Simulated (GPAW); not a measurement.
The system is HfMoC2.

```
Hf Mo C
1.0
     3.19142    0.00000    0.00000
     0.00000    3.19142    0.00000
     0.00000    0.00000    4.48516
Hf Mo C
1 1 2
Direct
  0.00000 0.00000 0.00000
  0.50000 0.50000 0.50000
  0.50000 0.50000 0.00000
  0.00000 0.00000 0.50000
```

The cell comes from a database or a generator and needn't be the stable form of this composition.

- Program: GPAW 26.7.0
- Task: relaxation of cell and atoms
- Functional: PBEsol
- Dispersion: D4
- Potentials or basis: PAW data sets generated in the run's folder for this functional
- Cutoff: 800 eV
- Basis: pw
- k mesh: 6 × 6 × 5
- Occupations: fermi-dirac, width 0.05 eV
- Spin: no spin polarisation

At the start: pressure -10.4 GPa; volume 11.42 Å³/atom.

Where does the relaxation end?

Over 4 steps the energy falls by 13.2 meV/atom and the volume is 11.01 Å³/atom (-3.6 %); space group P4/mmm (No. 123, to 0.05 Å).

Step by step:
| step | energy change (eV) | largest force (eV/Å) | pressure (GPa) | volume (Å³) |
| --- | --- | --- | --- | --- |
| 1 | 0.0000 | 0.0000 | -10.41 | 45.68 |
| 2 | -0.0206 | 0.0000 | -8.31 | 45.32 |
| 3 | -0.0527 | 0.0000 | 0.37 | 43.97 |
| 4 | -0.0529 | 0.0000 | -0.01 | 44.03 |

Final structure:
```yaml
crystal:
  lattice:
    - [3.15276, 0.00000, 0.00000]
    - [0.00000, 3.15276, 0.00000]
    - [0.00000, 0.00000, 4.42918]
  atoms:
    - { symbol: Hf, position: [0.00000, 0.00000, 0.00000] }
    - { symbol: Mo, position: [0.50000, 0.50000, 0.50000] }
    - { symbol: C, position: [0.50000, 0.50000, 0.00000] }
    - { symbol: C, position: [0.00000, 0.00000, 0.50000] }
```

Caveat: later steps reuse the first step's grids; pairwise dispersion overbinds metals, which lowers pressure and volume.
